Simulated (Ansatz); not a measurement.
# Ti: stress in a strained cell

Ti is deformed so: zz strain of -2 %. What stress and forces result, by LAPW, PAW and all-electron datasets made for the crystal?

Computed with Ansatz 0.2.0 (DFT PBEsol, scalar-relativistic, unless a step's input says otherwise).

## (1) The system as given

The structure is hexagonal, space group P6_3/mmc (No. 194). Conventional cell: a = 2.950 Å, b = 2.950 Å, c = 4.686 Å, α = 90.00°, β = 90.00°, γ = 120.00°. Ti (site symmetry -6m2) has 12 Ti at 2.90 to 2.95 Å as nearest neighbours.

Structure file:

```
Ti
1.0
     2.95000    0.00000    0.00000
    -1.47500    2.55477    0.00000
     0.00000    0.00000    4.68600
Ti
2
Direct
  0.33333 0.66667 0.25000
  0.66667 0.33333 0.75000
```

Atoms are numbered in the order of the input: Ti1, Ti2.

## (2) After the deformation

Space group P6_3/mmc before, P6_3/mmc after.

## (3) LAPW, all electrons

input.yaml

```yaml
crystal:
  lattice:
    - [2.9499978604, 0.0, 0.0]
    - [-1.4749989302, 2.5547730882, 0.0]
    - [0.0, 0.0, 4.59228]
  atoms:
    - { symbol: Ti, position: [0.3333333333, 0.6666666667, 0.25] }
    - { symbol: Ti, position: [0.6666666667, 0.3333333333, 0.75] }
kpoints:
  mp_grid: { grid: [14, 14, 8] }
  band_path:
    path:
      - [0.0, 0.0, 0.0]
      - [0.5, 0.0, 0.0]
      - [0.3333333333, 0.3333333333, 0.0]
      - [0.0, 0.0, 0.0]
      - [0.0, 0.0, 0.5]
      - [0.5, 0.0, 0.5]
      - [0.3333333333, 0.3333333333, 0.5]
      - [0.0, 0.0, 0.5]
      - [0.5, 0.0, 0.5]
    npoints: 5
scf:
  occupations: { method: fermi_dirac, width: 0.05 }
hamiltonian:
  xc: pbesol
  pseudopotentials: { kind: all_electron, lapw: { basis_error: 0.00025 } }
output:
  forces: true
  stress: true
  eigenvalues: true
```

The run is started by

```
ansatz run input.yaml --threads 1 --pin off --max-ram 3072MiB --backend cpu --events-out ev --progress --plain --runs-dir out
```

## (4) PAW with frozen cores

input.yaml

```yaml
crystal:
  lattice:
    - [2.9499978604, 0.0, 0.0]
    - [-1.4749989302, 2.5547730882, 0.0]
    - [0.0, 0.0, 4.59228]
  atoms:
    - { symbol: Ti, position: [0.3333333333, 0.6666666667, 0.25] }
    - { symbol: Ti, position: [0.6666666667, 0.3333333333, 0.75] }
kpoints:
  mp_grid: { grid: [14, 14, 8] }
scf:
  occupations: { method: fermi_dirac, width: 0.05 }
hamiltonian:
  xc: pbesol
  pseudopotentials: { kind: paw }
output:
  forces: true
  stress: true
  eigenvalues: true
  efg: { contact_densities: true }
  write_density: true
  write_potential: true
  elf: true
  volumetric_format: npy
```

## (5) Datasets made for this crystal

input.yaml: that of step 4 with these lines changed.

```diff
@@ -14,3 +14,3 @@
   xc: pbesol
-  pseudopotentials: { kind: paw }
+  pseudopotentials: { kind: all_electron, datasets: crystal }
 output:
@@ -20,5 +20 @@
   efg: { contact_densities: true }
-  write_density: true
-  write_potential: true
-  elf: true
-  volumetric_format: npy
```

(Steps that only read results are left out.)

What does the calculation give? Wanted: pressure; largest shear or deviatoric stress.

As calculated:

```
                                 quantity                                              value
                                 pressure  LAPW -3.79, PAW -3.79, crystal datasets -3.79 GPa
largest shear or deviatoric stress (LAPW)                                           1.06 GPa
```

What this shows: The largest part of the stress beyond the pressure is 1.06 GPa in size, in the zz component; the atoms are carried along and not relaxed. No run of the undeformed cell stands beside it, so the pressure holds what the given cell had before the change. PAW: stress within 0.01 GPa of LAPW. Crystal datasets: stress within 0.01 GPa of LAPW.
